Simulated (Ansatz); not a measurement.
A first try at the orbital character of the bands of InSb3, space group Pm-3m, using the Python package of Ansatz (0.2.0).

Script `fatbands_insb3.py`:
```python
from pathlib import Path
import sys
import warnings

import ansatz as az
import pandas as pd
from pymatgen.core import Lattice, Structure
from pymatgen.io.ase import AseAtomsAdaptor

params = {
    "scf_tol": 1e-08,
    "filling": "Fixed",
    "xc": "PBE",
    "dispersion": "D3(BJ)",
}

warnings.simplefilter("ignore", az.DeckWarning)

pmg_structure = Structure(
    Lattice([(4.806367, 0.0, 0.0), (0.0, 4.806367, 0.0), (0.0, 0.0, 4.806367)]),
    ["In", "Sb", "Sb", "Sb"],
    [
        (0.0, 0.0, 0.0),
        (0.5, 0.0, 0.5),
        (0.0, 0.5, 0.5),
        (0.5, 0.5, 0.0),
    ],
)
system = az.Crystal.from_ase(AseAtomsAdaptor.get_atoms(pmg_structure))

points = {"G": (0.0, 0.0, 0.0), "X": (0.0, 0.5, 0.0), "M": (0.5, 0.5, 0.0), "R": (0.5, 0.5, 0.5)}
setup = (
    system.calculation()
    .scf(tolerance=params["scf_tol"])
    .kpoints(4)
    .occupations(params["filling"])
    .functional(params["xc"], dispersion=params["dispersion"])
    .band_structure(list(points.values()), intervals=1)
    .fat_bands()
)
try:
    result = setup.run(threads=1)
except az.NonConvergedError as error:
    sys.exit(f"no convergence: {error}")
except az.RefusalError as error:
    sys.exit(f"input refused: {error}")
r = result.report
file = Path(result.write_results("results")) / "fatbands.tsv"
names = file.read_text().splitlines()[0].lstrip("# ").split("\t")
table = pd.read_csv(file, sep="\t", comment="#", names=names)
near = table[table.e_minus_ef.abs() < 3]
for ik, label in enumerate(points):
    print(label)
    for _, row in near[near.ik == ik].iterrows():
        main = row[names[4:]].astype(float).nlargest(2)
        print(f"   band {int(row.band):3d} {row.e_minus_ef:7.3f} eV  " + ", ".join(f"{k} {v:.2f}" for k, v in main.items()))
```

```console
$ python fatbands_insb3.py
RunWarning: iter 1: σ=0 fill of 29 bands saw a band overlap (occupied 14.2459 eV > unoccupied 9.6601 eV) — on an unconverged iterate often a transient of an unconverged empty band; one that stands at [...]
RunWarning: a fill by count may have filled part of one level: at k-index 5 the highest filled band, 9.703192 eV, and the lowest empty band, 9.703192 eV, stand 3.553e-15 eV apart, within the solve's [...]
RunWarning: the bands overlap at the fill by count (29 filled at each k-point of a channel): the highest filled level, 14.374986 eV at k-index 9, stands 4.6718 eV over the lowest empty one, 9.703192 [...]
G
   band  30  -1.840 eV  sb3_l1_5P 0.51, in0_l1_5P 0.33
   band  31  -1.840 eV  sb1_l1_5P 0.45, in0_l1_5P 0.33
   band  32  -1.840 eV  sb2_l1_5P 0.46, in0_l1_5P 0.33
   band  33   1.127 eV  sb2_l0_5S 0.01, sb3_l0_5S 0.00
   band  34   1.127 eV  sb1_l0_5S 0.00, sb3_l0_5S 0.00
X
   band  30  -1.598 eV  in0_l0_5S 0.34, sb2_l1_5P 0.29
   band  31  -1.368 eV  sb2_l1_5P 0.51, sb3_l1_5P 0.47
   band  32  -1.368 eV  sb3_l1_5P 0.51, sb2_l1_5P 0.47
   band  33  -1.194 eV  in0_l1_5P 0.50, sb2_l0_5S 0.18
   band  34   0.370 eV  in0_l1_5P 0.68, sb1_l1_5P 0.28
M
   band  31  -2.629 eV  in0_l1_5P 0.96, sb1_l2_4D 0.00
   band  32  -0.240 eV  sb1_l1_5P 0.48, sb2_l1_5P 0.48
   band  33  -0.095 eV  sb1_l1_5P 0.49, sb2_l1_5P 0.49
   band  34   1.663 eV  in0_l1_5P 0.52, sb3_l1_5P 0.35
R
   band  28  -0.000 eV  sb1_l1_5P 0.61, sb2_l1_5P 0.34
   band  29  -0.000 eV  sb3_l1_5P 0.62, sb2_l1_5P 0.31
   band  30   0.014 eV  sb2_l1_5P 0.46, sb1_l1_5P 0.36
   band  31   0.014 eV  sb3_l1_5P 0.48, sb1_l1_5P 0.28
   band  32   0.014 eV  sb1_l1_5P 0.35, sb3_l1_5P 0.34
   band  33   2.724 eV  in0_l1_5P 0.70, sb2_l1_5P 0.13
   band  34   2.724 eV  in0_l1_5P 0.70, sb1_l1_5P 0.10
```
(Warnings from the package without file and line, shortened.)

No error stopped it. What is wrong with the input all the same?

The fault: fixed occupations, though the bands overlap at this level of theory. Mended:

```diff
--- before
+++ after
@@ -11,3 +11,4 @@
     "scf_tol": 1e-08,
-    "filling": "Fixed",
+    "filling": "fermi_dirac",
+    "width_ev": 0.05,
     "xc": "PBE",
@@ -35,3 +36,3 @@
     .kpoints(4)
-    .occupations(params["filling"])
+    .occupations(params["filling"], width=params["width_ev"])
     .functional(params["xc"], dispersion=params["dispersion"])
```

After the fix:

```console
$ python fatbands_insb3.py
G
   band  27   0.661 eV  sb3_l1_5P 0.48, sb2_l1_5P 0.36
   band  28   0.661 eV  sb1_l1_5P 0.46, sb3_l1_5P 0.28
   band  29   0.661 eV  sb2_l1_5P 0.38, sb1_l1_5P 0.38
   band  30   1.922 eV  sb2_l1_5P 0.46, in0_l1_5P 0.33
   band  31   1.922 eV  sb3_l1_5P 0.43, in0_l1_5P 0.33
   band  32   1.922 eV  sb1_l1_5P 0.53, in0_l1_5P 0.33
X
   band  24  -2.696 eV  sb3_l1_5P 0.51, sb2_l1_5P 0.47
   band  25  -2.696 eV  sb2_l1_5P 0.51, sb3_l1_5P 0.47
   band  26  -1.889 eV  sb1_l1_5P 0.71, in0_l1_5P 0.28
   band  27  -1.889 eV  sb1_l1_5P 0.71, in0_l1_5P 0.28
   band  28  -0.891 eV  sb2_l1_5P 0.47, sb3_l1_5P 0.47
   band  29  -0.657 eV  sb1_l1_5P 0.76, in0_l1_5P 0.15
   band  30   2.195 eV  in0_l0_5S 0.34, sb2_l1_5P 0.28
   band  31   2.371 eV  sb2_l1_5P 0.51, sb3_l1_5P 0.47
   band  32   2.371 eV  sb3_l1_5P 0.51, sb2_l1_5P 0.47
   band  33   2.618 eV  in0_l1_5P 0.51, sb2_l0_5S 0.17
M
   band  24  -2.278 eV  sb1_l1_5P 0.36, sb2_l1_5P 0.36
   band  25  -1.421 eV  sb3_l1_5P 0.52, in0_l1_5P 0.21
   band  26  -1.421 eV  sb3_l1_5P 0.52, in0_l1_5P 0.21
   band  27  -1.155 eV  sb3_l1_5P 0.97, sb1_l2_4D 0.00
   band  28  -0.894 eV  sb1_l1_5P 0.95, sb2_l1_5P 0.02
   band  29  -0.894 eV  sb2_l1_5P 0.95, sb1_l1_5P 0.02
   band  30  -0.265 eV  in0_l0_5S 0.55, sb1_l1_5P 0.21
   band  31   1.237 eV  in0_l1_5P 0.95, sb1_l2_4D 0.00
R
```

Caveats:
- The computed bands are complete only to about 3.9 eV above the Fermi level.
- Dispersion corrections can be off by several per cent in the lattices of metals, and by several GPa in the pressure at a fixed cell.
- For a metal this k-point mesh is coarse: on a finer one energies can move by several to tens of meV an atom and pressures by half a GPa or more, differences at one mesh by less.
- This cell is a computed structure, which may not be the phase found in nature.
- Gaps and levels are Kohn-Sham values on a finite set of k-points, without spin-orbit coupling.
- Energies are less the Fermi level and bands count from 0. Only the largest channels are printed, equivalent atoms hold more, and in degenerate sets the split between sites is arbitrary; shells that the potentials lack have no channel.
- Hardware and time: 4.3 s on 1 thread of Arm Neoverse V1, with other jobs on the host, peak memory 0.5 GiB.
